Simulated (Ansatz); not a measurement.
# SnO (P4/nmm): how the settings move a single-point run

Question: which choices in the input matter for SnO (P4/nmm)?

Program: Ansatz 0.2.0. Level of theory: reference: DFT r2SCAN, scalar-relativistic, plane waves, PAW. These are calculated values, not measurements.

2 further runs of the same task are left out: 2 that didn't finish. Runs told in other sessions of the task aren't counted.

**1. The starting structure**

The structure is tetragonal, space group P4/nmm (No. 129). The conventional cell has a = 3.807 Å, b = 3.807 Å, c = 4.936 Å, α = 90.00°, β = 90.00°, γ = 90.00°. Sn (site symmetry 4mm) is surrounded by 4 O at 2.22 Å. O (site symmetry -4m2) has 4 Sn at 2.22 Å in its first shell of neighbours.

Coordinates:

```
Sn O
1.0
     3.80724    0.00000    0.00000
     0.00000    3.80724    0.00000
     0.00000    0.00000    4.93608
Sn O
2 2
Direct
  0.00000 0.50000 0.23243
  0.50000 0.00000 0.76757
  0.00000 0.00000 0.00000
  0.50000 0.50000 0.00000
```

**2. Baseline**

The input, input.yaml:

```yaml
crystal:
  lattice:
    - [3.8072385349, 0.0, 0.0]
    - [0.0, 3.8072385349, 0.0]
    - [0.0, 0.0, 4.9360762066]
  atoms:
    - { symbol: Sn, position: [0.0, 0.5, 0.2324256302] }
    - { symbol: Sn, position: [0.5, 0.0, 0.7675743698] }
    - { symbol: O, position: [0.0, 0.0, 0.0] }
    - { symbol: O, position: [0.5, 0.5, 0.0] }
basis:
  ecutwfc: 500
  ecutrho_ratio: 4
kpoints:
  mp_grid: { grid: [10, 10, 8] }
  band_path:
    path:
      - [[0.0, 0.0, 0.0], [0.0, 0.5, 0.0], [0.5, 0.5, 0.0], [0.0, 0.0, 0.0], [0.0, 0.0, 0.5], [0.0, 0.5, 0.5], [0.5, 0.5, 0.5], [0.0, 0.0, 0.5]]
      - [[0.0, 0.5, 0.0], [0.0, 0.5, 0.5]]
      - [[0.5, 0.5, 0.0], [0.5, 0.5, 0.5]]
    npoints: 14
hamiltonian:
  xc: r2scan
scf:
  occupations: { method: gaussian, width: 0.05 }
  n_extra_bands: 15
output:
  forces: true
  stress: true
  eigenvalues: true
  populations: true
  dos: { projected: true, de: 0.02, nscf_kmesh: { grid: [15, 15, 12] } }
  bader: true
  write_density: true
  write_potential: true
  elf: true
  volumetric_format: npy
```

The run is started by

```bash
$ ansatz run input.yaml --threads 4 --pin off --max-ram 7168MiB --backend cpu --events-out ev --progress --plain --runs-dir out
```

**3. Variant: xc_grid 3, occupations.width 0.025**

The input, input.yaml:

```yaml
crystal:
  lattice:
    - [3.8072385349, 0.0, 0.0]
    - [0.0, 3.8072385349, 0.0]
    - [0.0, 0.0, 4.9360762066]
  atoms:
    - { symbol: Sn, position: [0.0, 0.5, 0.2324256302] }
    - { symbol: Sn, position: [0.5, 0.0, 0.7675743698] }
    - { symbol: O, position: [0.0, 0.0, 0.0] }
    - { symbol: O, position: [0.5, 0.5, 0.0] }
basis:
  ecutwfc: 500
  ecutrho_ratio: 4
  xc_grid: 3
kpoints:
  mp_grid: { grid: [10, 10, 8] }
hamiltonian:
  xc: r2scan
scf:
  occupations: { method: gaussian, width: 0.025 }
output:
  forces: true
  stress: true
  write_density: true
  write_potential: true
  elf: true
  volumetric_format: npy
```

**4. Changing settings: scf.algorithm direct_min, dr2_threshold 1.0e-05**

The input, input.yaml:

```yaml
crystal:
  lattice:
    - [3.8072385349, 0.0, 0.0]
    - [0.0, 3.8072385349, 0.0]
    - [0.0, 0.0, 4.9360762066]
  atoms:
    - { symbol: Sn, position: [0.0, 0.5, 0.2324256302] }
    - { symbol: Sn, position: [0.5, 0.0, 0.7675743698] }
    - { symbol: O, position: [0.0, 0.0, 0.0] }
    - { symbol: O, position: [0.5, 0.5, 0.0] }
basis:
  ecutwfc: 500
  ecutrho_ratio: 4
kpoints:
  mp_grid: { grid: [10, 10, 8] }
hamiltonian:
  xc: r2scan
scf:
  occupations: { method: gaussian, width: 0.05 }
  algorithm: direct_min
  convergence: { dr2_threshold: 1.0e-05 }
output:
  forces: true
  stress: true
```

**5. Variant: ecutwfc 250 eV, n_extra_bands 8, mixing.algorithm msr1, mixing.beta 0.05**

The input, input.yaml:

```yaml
crystal:
  lattice:
    - [3.8072385349, 0.0, 0.0]
    - [0.0, 3.8072385349, 0.0]
    - [0.0, 0.0, 4.9360762066]
  atoms:
    - { symbol: Sn, position: [0.0, 0.5, 0.2324256302] }
    - { symbol: Sn, position: [0.5, 0.0, 0.7675743698] }
    - { symbol: O, position: [0.0, 0.0, 0.0] }
    - { symbol: O, position: [0.5, 0.5, 0.0] }
basis:
  ecutwfc: "250 eV"
  ecutrho_ratio: 4
kpoints:
  mp_grid: { grid: [10, 10, 8] }
hamiltonian:
  xc: r2scan
scf:
  occupations: { method: gaussian, width: 0.05 }
  n_extra_bands: 8
  mixing: { algorithm: msr1, beta: 0.05 }
output:
  forces: true
  stress: true
```

**6. Changing settings: eigensolver.kind davidson**

The input, input.yaml:

```yaml
crystal:
  lattice:
    - [3.8072385349, 0.0, 0.0]
    - [0.0, 3.8072385349, 0.0]
    - [0.0, 0.0, 4.9360762066]
  atoms:
    - { symbol: Sn, position: [0.0, 0.5, 0.2324256302] }
    - { symbol: Sn, position: [0.5, 0.0, 0.7675743698] }
    - { symbol: O, position: [0.0, 0.0, 0.0] }
    - { symbol: O, position: [0.5, 0.5, 0.0] }
basis:
  ecutwfc: 500
  ecutrho_ratio: 4
kpoints:
  mp_grid: { grid: [10, 10, 8] }
hamiltonian:
  xc: r2scan
scf:
  occupations: { method: gaussian, width: 0.05 }
  eigensolver: { kind: davidson }
output:
  forces: true
  stress: true
```

**7. Changed: basis.precision f64, eigensolver.kind davidson, accuracy high**

The input, input.yaml:

```yaml
crystal:
  lattice:
    - [3.8072385349, 0.0, 0.0]
    - [0.0, 3.8072385349, 0.0]
    - [0.0, 0.0, 4.9360762066]
  atoms:
    - { symbol: Sn, position: [0.0, 0.5, 0.2324256302] }
    - { symbol: Sn, position: [0.5, 0.0, 0.7675743698] }
    - { symbol: O, position: [0.0, 0.0, 0.0] }
    - { symbol: O, position: [0.5, 0.5, 0.0] }
basis:
  ecutwfc: 500
  ecutrho_ratio: 4
  precision: f64
kpoints:
  mp_grid: { grid: [10, 10, 8] }
hamiltonian:
  xc: r2scan
scf:
  occupations: { method: gaussian, width: 0.05 }
  eigensolver: { kind: davidson }
output:
  forces: true
  stress: true
accuracy: high
```

What does the calculation give? Wanted: for each run, ending; energy change; pressure; gap; force.

**Answer**, as computed:

| run | ending | energy change | pressure (GPa) | gap (eV) | force (eV/Å) | cycles | time |
| --- | --- | --- | --- | --- | --- | --- | --- |
| reference | converged | 0 | 0.0 | 0.36 | 0.00 | 7 | 30 s |
| 1: xc_grid 3, occupations.width 0.025 | converged | +0.1 meV/atom (σ→0) | 0.0 | 0.36 | 0.00 | 7 | 7.9 s |
| 2: scf.algorithm direct_min, dr2_threshold 1.0e-05 | converged | 0.0 meV/atom | 0.0 | 0.36 | 0.00 | 5 | 17 s |
| 3: ecutwfc 250 eV, n_extra_bands 8, mixing.algorithm msr1, mixing.beta 0.05 | converged | +1.10 eV/atom | -1.1 | 0.34 | 0.13 | 10 | 2.9 s |
| 4: eigensolver.kind davidson | converged | 0.0 meV/atom | 0.0 | 0.36 | 0.00 | 7 | 8 s |
| 5: basis.precision f64, eigensolver.kind davidson, accuracy high | converged | 0.0 meV/atom | 0.0 | 0.36 | 0.00 | 11 | 12 s |

Times don't compare one to one where runs were asked for different outputs or read a saved state (see the inputs); cycles may leave out searches for a lower state.

Residual by cycle in the longest SCF loop of each run; runs are numbered as in the table. The quantity is the density residual dr2, in eV.

| cycle | reference | run 1 | run 2 | run 3 | run 4 | run 5 |
| --- | --- | --- | --- | --- | --- | --- |
| 1 | 0.0429 | 0.042 | 0.0437 | 0.291 | 0.0437 | 0.0437 |
| 2 | 0.0086 | 0.01 | 0.0111 | 0.216 | 0.00969 | 0.00969 |
| 3 | 0.00127 | 7.1e-4 | 5.2e-4 | 0.0544 | 7.1e-4 | 7.1e-4 |
| 4 | 1.2e-4 | 5.4e-5 | 1.8e-5 | 0.00306 | 2.6e-5 | 2.6e-5 |
| 5 | 6.0e-6 | 1.2e-5 | 4.8e-7 | 6.0e-4 | 5.4e-6 | 5.4e-6 |
| 6 | 5.8e-7 | 4.9e-7 | - | 8.3e-5 | 1.4e-6 | 1.4e-6 |
| 7 | 4.0e-8 | 3.0e-8 | - | 7.3e-6 | 4.2e-8 | 4.2e-8 |
| 8 | - | - | - | 8.4e-7 | - | 3.6e-8 |
| 9 | - | - | - | 1.4e-7 | - | 1.9e-9 |
| 10 | - | - | - | 9.9e-10 | - | 4.8e-11 |
| 11 | - | - | - | - | - | 5.1e-12 |

What this shows: Run 3 ran under the cutoff that the potentials recommend, as the log warns, so basis error is mixed into its values.

The gaps are Kohn-Sham values of a semilocal functional, not quasiparticle or optical gaps. Such gaps usually fall short of the measured ones. Spin-orbit coupling is left out, though the cell holds Sn; it can move the gap.
